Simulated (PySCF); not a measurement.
# Pm²⁺: ionisation energy in x2c-TZVPPall

Each state of promethium is computed at each level; their differences give the ionisation energy. How far do the methods differ?

Program: PySCF 2.14.0. Level of theory: unrestricted determinants in a Gaussian basis, no spin-orbit coupling in the energies. These are calculated values, not measurements, unless marked.

## (1) What is computed

* Element: promethium (Z = 61)
* Basis: x2c-TZVPPall (11s7p7d4f2g, 113 functions)
* Hamiltonian: the spin-free X2C one-electron Hamiltonian (Gaussian nucleus)
* State 1: Pm²⁺: [Xe] 4f5, one real determinant
* Needed too, but not shown: Pm⁺ [Xe] 4f5 6s1 (high-spin determinant)
* Methods: UHF, LDA, PBE, PBE0, r2SCAN, MP2
* Core shells frozen in the correlated runs: valence: [Kr] 4d10; valence and next inner shell: [Ar] 3d10 (for Pm²⁺)

Outer shells as boxes (Hund's rule):

Pm2+ [Xe] 4f5
```
[Xe] core
4f [↑ ][↑ ][↑ ][↑ ][↑ ][  ][  ]
```

One driver process ran all states and methods and kept the integrals in memory. Each run is shown as a PySCF script that sums up its settings (the driver passes frozen orbitals as a list and adds second-order terms of double hybrids); the logs are those of the runs themselves. The driver starts from symmetry-adapted Hartree-Fock orbitals, holds the occupation by maximum overlap and uses a logarithmic radial grid for functionals, so a plain start would take other cycles.

The integrals over 113 functions and the set-up took 9 s of CPU time.

## (2) Pm²⁺

**UHF**

Input file input.py:

```python
from pyscf import gto, scf, dft, mp, cc
import basis_set_exchange as bse
mol = gto.M(atom="Pm 0 0 0", charge=2, spin=5, symmetry="D2h",
            basis=gto.basis.parse(bse.get_basis("x2c-TZVPPall", elements=["Pm"], fmt="nwchem")),
            nucmod="G")
mf = scf.UHF(mol).sfx2c1e()
mf.irrep_nelec = {'Ag': (9, 9), 'B1g': (2, 2), 'B2g': (2, 2), 'B3g': (2, 2), 'Au': (1, 0), 'B1u': (6, 4), 'B2u': (6, 4), 'B3u': (4, 4)}
mf.kernel()
```

**LDA**

input.py, as changed from the run before:

```diff
@@ -5,3 +5,3 @@
             nucmod="G")
-mf = scf.UHF(mol).sfx2c1e()
+mf = dft.UKS(mol, xc="LDA,VWN").sfx2c1e()
 mf.irrep_nelec = {'Ag': (9, 9), 'B1g': (2, 2), 'B2g': (2, 2), 'B3g': (2, 2), 'Au': (1, 0), 'B1u': (6, 4), 'B2u': (6, 4), 'B3u': (4, 4)}
```

**PBE**

input.py, as changed from the run before:

```diff
@@ -5,3 +5,3 @@
             nucmod="G")
-mf = dft.UKS(mol, xc="LDA,VWN").sfx2c1e()
+mf = dft.UKS(mol, xc="PBE").sfx2c1e()
 mf.irrep_nelec = {'Ag': (9, 9), 'B1g': (2, 2), 'B2g': (2, 2), 'B3g': (2, 2), 'Au': (1, 0), 'B1u': (6, 4), 'B2u': (6, 4), 'B3u': (4, 4)}
```

**PBE0**

input.py, as changed from the run before:

```diff
@@ -5,3 +5,3 @@
             nucmod="G")
-mf = dft.UKS(mol, xc="PBE").sfx2c1e()
+mf = dft.UKS(mol, xc="PBE0").sfx2c1e()
 mf.irrep_nelec = {'Ag': (9, 9), 'B1g': (2, 2), 'B2g': (2, 2), 'B3g': (2, 2), 'Au': (1, 0), 'B1u': (6, 4), 'B2u': (6, 4), 'B3u': (4, 4)}
```

**r2SCAN**

input.py, as changed from the run before:

```diff
@@ -5,3 +5,3 @@
             nucmod="G")
-mf = dft.UKS(mol, xc="PBE0").sfx2c1e()
+mf = dft.UKS(mol, xc="R2SCAN").sfx2c1e()
 mf.irrep_nelec = {'Ag': (9, 9), 'B1g': (2, 2), 'B2g': (2, 2), 'B3g': (2, 2), 'Au': (1, 0), 'B1u': (6, 4), 'B2u': (6, 4), 'B3u': (4, 4)}
```

**MP2 (valence)**

input.py, as changed from the run before:

```diff
@@ -5,4 +5,5 @@
             nucmod="G")
-mf = dft.UKS(mol, xc="R2SCAN").sfx2c1e()
+mf = scf.UHF(mol).sfx2c1e()
 mf.irrep_nelec = {'Ag': (9, 9), 'B1g': (2, 2), 'B2g': (2, 2), 'B3g': (2, 2), 'Au': (1, 0), 'B1u': (6, 4), 'B2u': (6, 4), 'B3u': (4, 4)}
 mf.kernel()
+mp.UMP2(mf, frozen=23).kernel()
```

**MP2 (valence and next inner shell)**

input.py, as changed from the run before:

```diff
@@ -8,2 +8,2 @@
 mf.kernel()
-mp.UMP2(mf, frozen=23).kernel()
+mp.UMP2(mf, frozen=14).kernel()
```

What does the calculation give?

**Answer**, as computed:

```
              quantity                                                                              value
ionisation energy, Pm⁺  UHF 10.180, MP2 (valence and next inner shell) 10.977 eV; reference 10.938 ± 0.02
```

What this shows: The methods span 1.161 eV, from UHF (10.180) to LDA (11.342). The reference is uncertain or not like for like (spin-orbit coupling or other relativistic terms), so no ranking of close methods is drawn. All values hold for this basis alone; no basis-set limit was taken.
